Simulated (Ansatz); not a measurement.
# F2H7NSi2: the cost of one run

Program: Ansatz 0.2.0. Level of theory: UHF/STO-3G. These are calculated values, not measurements.

### 1 The system as given

Bond lengths: Si1–Si2 2.593 Å, Si1–F3 1.612 Å, Si1–F4 1.617 Å, Si1–H5 1.463 Å, Si1–N7 2.129 Å, Si2–H8 1.459 Å, Si2–H9 1.471 Å, Si2–H10 1.481 Å, N7–H11 1.015 Å, N7–H12 1.014 Å. Angles (14 of 19 angles, heavy atoms first): Si2–Si1–F3 114.7°, Si2–Si1–F4 131.8°, Si2–Si1–N7 77.9°, F3–Si1–F4 108.2°, F3–Si1–N7 85.2°, F4–Si1–N7 85.0°, Si1–Si2–H8 101.2°, Si1–Si2–H9 113.8°, Si1–Si2–H10 125.7°, Si2–Si1–H5 97.6°, F3–Si1–H5 99.2°, F4–Si1–H5 96.2°, H5–Si1–N7 174.8°, Si1–N7–H11 117.8°.

Structure file:

```xyz
12

Si   -0.6641    0.8856    0.5656
Si    0.6687   -1.3326    0.7353
F    -2.1445    0.7369   -0.0535
F    -0.1855    2.4172    0.3686
H    -1.0137    1.0095    1.9812
H     0.4858   -0.5295   -0.9515
N     0.0072    0.6160   -1.4362
H     0.8365   -1.4526    2.1801
H    -0.0996   -2.5183    0.3272
H     2.0391   -1.5592    0.2210
H     0.7562    1.2139   -1.7692
H    -0.6862    0.5130   -2.1687
```

### 2 Run 1

150 steps of 0.5 fs at constant energy, with velocities drawn for 600 K.

The input, input.yaml:

```yaml
crystal:
  periodic: [false, false, false]
  atoms:
    - { symbol: Si, position_ang: [-0.6641, 0.8856, 0.5656] }
    - { symbol: Si, position_ang: [0.6687, -1.3326, 0.7353] }
    - { symbol: F, position_ang: [-2.1445, 0.7369, -0.0535] }
    - { symbol: F, position_ang: [-0.1855, 2.4172, 0.3686] }
    - { symbol: H, position_ang: [-1.0137, 1.0095, 1.9812] }
    - { symbol: H, position_ang: [0.4858, -0.5295, -0.9515] }
    - { symbol: "N", position_ang: [0.0072, 0.616, -1.4362] }
    - { symbol: H, position_ang: [0.8365, -1.4526, 2.1801] }
    - { symbol: H, position_ang: [-0.0996, -2.5183, 0.3272] }
    - { symbol: H, position_ang: [2.0391, -1.5592, 0.221] }
    - { symbol: H, position_ang: [0.7562, 1.2139, -1.7692] }
    - { symbol: H, position_ang: [-0.6862, 0.513, -2.1687] }
magnetization:
  spin_polarized: true
basis:
  gaussian: { orbitals: STO-3G }
hamiltonian:
  xc: hf
md:
  timestep: 0.5
  n_steps: 150
  ensemble: nve
  temperature: 600.0
  initial_velocities: maxwell_boltzmann
  seed: 816676
```

Command:

```sh
$ ansatz run input.yaml --threads 1 --pin off --max-ram 2048MiB --backend cpu --events-out ev --progress --plain --runs-dir out
```

Q: Estimate wall time and peak memory on 1 thread of Arm Neoverse N1, shared host.

About 4.2 min, with a peak of 0.11 GiB.
